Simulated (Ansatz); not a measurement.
# CH9NOSi2: up Jacob's ladder to CCSD(T)

An exercise on one series of results from a longer session: the logs are not shown, and one member is left open.

The runs use Ansatz 0.2.0, Gaussian basis; functionals in def2-TZVPP, the program's frozen cores in correlated methods.

The runs, in order: PBE-D4, r2SCAN-D4, PBE0-D4, B3LYP-D4, ωB97X-V, ωB97M-V, B2PLYP; CCSD(T)/def2-TZVPP; MP2/def2-QZVPP; extrapolation to the limit.

## The relaxed structure

An earlier PBE0-D4 in a triple-zeta def2 set relaxation fixed the geometry.

SMILES `N[SiH2][SiH2]CO`, 14 atoms, charge 0, spin multiplicity 1.

Atoms are counted from 1 here; the program's logs count them from 0.

Bond lengths: N1–Si2 1.729 Å, N1–H6 1.008 Å, N1–H7 1.008 Å, Si2–Si3 2.352 Å, Si2–H8 1.487 Å, Si2–H9 1.490 Å, Si3–C4 1.902 Å, Si3–H10 1.495 Å, Si3–H11 1.497 Å, C4–O5 1.423 Å, C4–H12 1.093 Å, C4–H13 1.099 Å, O5–H14 0.960 Å. Angles: Si2–N1–H6 119.2°, Si2–N1–H7 118.5°, H6–N1–H7 110.3°, N1–Si2–Si3 115.5°, N1–Si2–H8 106.9°, N1–Si2–H9 108.2°, Si3–Si2–H8 109.2°, Si3–Si2–H9 107.7°, H8–Si2–H9 109.2°, Si2–Si3–C4 112.3°, Si2–Si3–H10 110.5°, Si2–Si3–H11 110.0°, C4–Si3–H10 109.5°, C4–Si3–H11 107.3°, H10–Si3–H11 107.0°, Si3–C4–O5 112.0°, Si3–C4–H12 109.5°, Si3–C4–H13 111.0° and more.

Set-up of the first run:

in.yaml reads:

```yaml
crystal:
  periodic: [false, false, false]
  atoms:
    - {symbol: N, position_ang: [-0.869426, 0.577959, 2.726011]}
    - {symbol: Si, position_ang: [-1.058270, 0.085178, 1.079178]}
    - {symbol: Si, position_ang: [0.930372, -0.062747, -0.167985]}
    - {symbol: C, position_ang: [0.634420, -0.748984, -1.916568]}
    - {symbol: O, position_ang: [-0.271067, 0.058036, -2.660102]}
    - {symbol: H, position_ang: [-0.329991, 0.002440, 3.353511]}
    - {symbol: H, position_ang: [-0.709415, 1.553734, 2.921131]}
    - {symbol: H, position_ang: [-1.968211, 1.069521, 0.434630]}
    - {symbol: H, position_ang: [-1.700993, -1.259300, 1.066821]}
    - {symbol: H, position_ang: [1.931393, -0.916524, 0.541600]}
    - {symbol: H, position_ang: [1.540953, 1.295481, -0.319442]}
    - {symbol: H, position_ang: [0.174382, -1.738311, -1.846496]}
    - {symbol: H, position_ang: [1.584343, -0.887230, -2.451343]}
    - {symbol: H, position_ang: [0.098612, 0.941548, -2.732142]}
basis:
  gaussian: {orbitals: def2-TZVPP}
hamiltonian: {xc: pbe, dispersion: d4}
output: {forces: true, orbitals: {seedname: orbitals}}
```

Run with:

```bash
> ansatz run in.yaml --threads 4 --pin off --events-out ev --progress --plain --max-ram 10444MiB
```

Steps of the session up to this table: PBE-D4 (GGA); r2SCAN-D4 (meta-GGA); PBE0-D4 (hybrid); B3LYP-D4 (hybrid); ωB97X-V (range-separated); ωB97M-V (range-separated); B2PLYP (double hybrid); CCSD(T) in def2-TZVPP; MP2 in def2-QZVPP.

One table of the session follows, with a row left open; its other results are not shown here.

```
            method  atomisation energy (eV)
            PBE-D4                   49.042
         r2SCAN-D4                   48.514
           PBE0-D4                   48.326
          B3LYP-D4                   48.659
           ωB97X-V                   48.921
           ωB97M-V                   48.734
            B2PLYP                   47.975
     HF/def2-TZVPP                   34.791
    MP2/def2-TZVPP                   47.504
   CCSD/def2-TZVPP                   46.659
CCSD(T)/def2-TZVPP                        ?
           MP2/CBS                   48.928
       CCSD(T)/CBS                   48.697
```

Estimate the missing values for CCSD(T)/def2-TZVPP.

The run gave: atomisation energy (eV): 47.274. In the column «atomisation energy (eV)» it lies between CCSD/def2-TZVPP (46.659) and MP2/def2-TZVPP (47.504).

To keep in mind: Free atoms (1 N, 2 Si, 1 C, 1 O, 9 H) were run apart at each level; the atomisation energy is their sum less the molecule, without zero-point or spin-orbit terms.
